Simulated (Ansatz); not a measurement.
**BCCD(T)/STO-3G run of BH2Br (SMILES BBr)**

Aim: the vertical singlet–triplet gap of BH2Br at BCCD(T)/STO-3G, from 2 runs. 

Program for the calculation: Ansatz 0.2.0.

61 further runs of the same task are left out: 2 that didn't finish, 59 set aside as unsound or not needed.

## (1) The system as given

BH2Br has 4 atoms, charge 0, and is taken as a singlet. As SMILES, `BBr`. Geometry: relaxed at PBE0-D4/def2-TZVP.

Bond lengths: B1–Br2 1.891 Å, B1–H3 1.188 Å, B1–H4 1.188 Å. Angles: Br2–B1–H3 117.8°, Br2–B1–H4 117.8°, H3–B1–H4 124.3°.

## (2) The energy at BCCD(T)/STO-3G

The input, molecule.yaml:

```yaml
crystal:
  periodic: [false, false, false]
  atoms:
    - {symbol: B, position_ang: [-0.153900, 0.025000, -0.096900]}
    - {symbol: Br, position_ang: [1.470100, -0.363400, 0.790800]}
    - {symbol: H, position_ang: [-1.111200, -0.617300, 0.191700]}
    - {symbol: H, position_ang: [-0.149500, 0.895400, -0.905900]}
basis:
  gaussian:
    orbitals: STO-3G
accuracy: high
scf:
  omitted_lower_state_checks: [cluster_reference, increment]
correlation:
  method: bccd_t
  frozen_orbitals: {B: 1, Br: 9, H: 0}
```

Command:

```bash
$ ansatz run molecule.yaml --threads 1 --pin off --max-ram 2610MiB --events-out events.jsonl --progress --plain --runs-dir runs
```

Log, shortened:

```text
Warning: RAYON_NUM_THREADS=1 ignored (pool sized by the plan → 1); use --threads N
Functional definition: HF
  name "HF"
[...]
344 factors; integrals over basis functions are off by at most 1.7e-8 eV
[...]
mean field -69939.11975120 eV, -2570.2152444186 hartree, gradient 6.7e-8 eV, S^2 0.000000; 0 other end points of the search recorded, 0 dependent functions left out
10 core orbitals not correlated: weight in the atoms' cores, before any rotation towards them, 1.000 or more for the frozen orbitals, at most 0.000 for the correlated occupied ones
reference -69939.11975120 eV, -2570.2152444186 hartree; 11, 11 occupied and 4, 4 virtual orbitals, 344 factors
second order -1.25509130 eV of doubles, -0.00000000 eV of singles
cycle   1  -1.51266699 eV  change   -2.6e-1 eV  update   6.1e-2
[...]
cycle  18  -1.66813371 eV  change  -6.1e-10 eV  update  5.4e-10
perturbative correction -0.05917759 eV, -0.0021747361 hartree
Total energy: -69940.84706250 eV, -2570.2787219380 hartree
Checks for a lower state left out: cluster_reference, increment
```

Wall time 0.24 s (1 thread of Arm Neoverse V2, shared host).

## (3) The triplet

molecule.yaml, as its differences from that of step 2:

```diff
@@ -8,9 +8,6 @@
 basis:
-  gaussian:
-    orbitals: STO-3G
+  gaussian: {orbitals: STO-3G}
+scf: {omitted_lower_state_checks: [cluster_reference, increment]}
+magnetization: {spin_polarized: true, initial_magnetization: 2}
 accuracy: high
-scf:
-  omitted_lower_state_checks: [cluster_reference, increment]
-correlation:
-  method: bccd_t
-  frozen_orbitals: {B: 1, Br: 9, H: 0}
+correlation: {method: bccd_t, frozen_orbitals: {B: 1, Br: 9, H: 0}}
```

Command:

```bash
$ ansatz run molecule.yaml --threads 1 --pin off --max-ram 2610MiB --events-out events.jsonl --progress --plain --runs-dir runs
```

Log, shortened:

```text
Warning: RAYON_NUM_THREADS=1 ignored (pool sized by the plan → 1); use --threads N
[... 2 set-up lines as earlier in the session ...]
[...]
344 factors; integrals over basis functions are off by at most 1.7e-8 eV
[...]
mean field -69933.95566870 eV, -2570.0254678870 hartree, gradient 2.6e-8 eV, S^2 2.007702; 4 other end points of the search recorded, 0 dependent functions left out
10 core orbitals not correlated: weight in the atoms' cores, before any rotation towards them, 1.000 or more for the frozen orbitals, at most 0.000 for the correlated occupied ones
reference -69933.95566870 eV, -2570.0254678870 hartree; 12, 10 occupied and 3, 5 virtual orbitals, 344 factors
second order -0.93454165 eV of doubles, -0.00000000 eV of singles
cycle   1  -1.23008506 eV  change   -3.0e-1 eV  update   5.1e-2
[...]
cycle  22  -1.47228849 eV  change   4.5e-10 eV  update   2.2e-9
perturbative correction -0.01794466 eV, -0.0006594540 hartree
Total energy: -69935.44590185 eV, -2570.0802329450 hartree
Checks for a lower state left out: cluster_reference, increment
```

Run time: 0.54 s. Hardware: 1 thread of Arm Neoverse V2, shared host.

## (4) Results

At BCCD(T)/STO-3G, 10 core orbitals frozen:

```
                                             quantity           value
                                singlet: total energy  -2570.27872 Eh
singlet: correlation energy (10 core orbitals frozen)       -63.5 mEh
                              singlet: (T) correction       -2.17 mEh
                                triplet: total energy  -2570.08023 Eh
triplet: correlation energy (10 core orbitals frozen)       -54.8 mEh
                              triplet: (T) correction       -0.66 mEh
           triplet: ⟨S²⟩ of the reference determinant           2.008
     vertical energy of the triplet above the singlet        5.401 eV
```

What this shows: At this shape the triplet lies 5.40 eV (521 kJ/mol) above the singlet. In a minimal basis such a difference can be off by several eV, whatever the method. The triples (singlet) make up 3.4 % of the correlation energy. The triples (triplet) make up 1.2 % of the correlation energy.
